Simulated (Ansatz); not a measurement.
# LiSi16: the cost of one run

All numbers below are computed with Ansatz 0.2.0 (DFT PBE, plane waves, PAW, scalar-relativistic, no spin polarisation).

1 further run of the same task is left out (it didn't finish).

### 1 The starting structure

The cell holds 17 atoms (LiSi16): a = 7.679 Å, b = 7.679 Å, c = 7.679 Å, α = 60.00°, β = 60.00°, γ = 60.00°.

Its coordinates follow in the input file.

### 2 Relaxing end A

input.yaml reads:

```yaml
crystal:
  lattice:
    - [0.0, 5.43, 5.43]
    - [5.43, 0.0, 5.43]
    - [5.43, 5.43, 0.0]
  atoms:
    - { symbol: Si, position: [0.0, 0.0, 0.0] }
    - { symbol: Si, position: [0.125, 0.125, 0.125] }
    - { symbol: Si, position: [0.0, 0.0, 0.5] }
    - { symbol: Si, position: [0.125, 0.125, 0.625] }
    - { symbol: Si, position: [0.0, 0.5, 0.0] }
    - { symbol: Si, position: [0.125, 0.625, 0.125] }
    - { symbol: Si, position: [0.0, 0.5, 0.5] }
    - { symbol: Si, position: [0.125, 0.625, 0.625] }
    - { symbol: Si, position: [0.5, 0.0, 0.0] }
    - { symbol: Si, position: [0.625, 0.125, 0.125] }
    - { symbol: Si, position: [0.5, 0.0, 0.5] }
    - { symbol: Si, position: [0.625, 0.125, 0.625] }
    - { symbol: Si, position: [0.5, 0.5, 0.0] }
    - { symbol: Si, position: [0.625, 0.625, 0.125] }
    - { symbol: Si, position: [0.5, 0.5, 0.5] }
    - { symbol: Si, position: [0.625, 0.625, 0.625] }
    - { symbol: Li, position: [0.8829309, 0.3682938, 0.3806143] }
total_charge: 1
basis:
  ecutwfc: 420.0
kpoints:
  mp_grid: { grid: [2, 2, 2] }
hamiltonian:
  xc: pbe
  pseudopotentials: { kind: paw, azcp: { folder: soft_1 } }
scf:
  occupations: { method: gaussian, width: 0.05 }
  lower_state_search: "off"
relax:
  f_tol: 0.03
  max_steps: 60
  adjacent_minimum: "off"
```

On the command line:

```sh
$ ansatz run input.yaml --threads 1 --pin off --max-ram 3072MiB --backend cpu --events-out ev --progress --plain --runs-dir out
```

**Question.** How long does this run take on 1 thread of Intel Xeon 6975P-C (Granite Rapids), shared host, and how much memory does it need?

About 13 s, with a peak of 0.58 GiB.
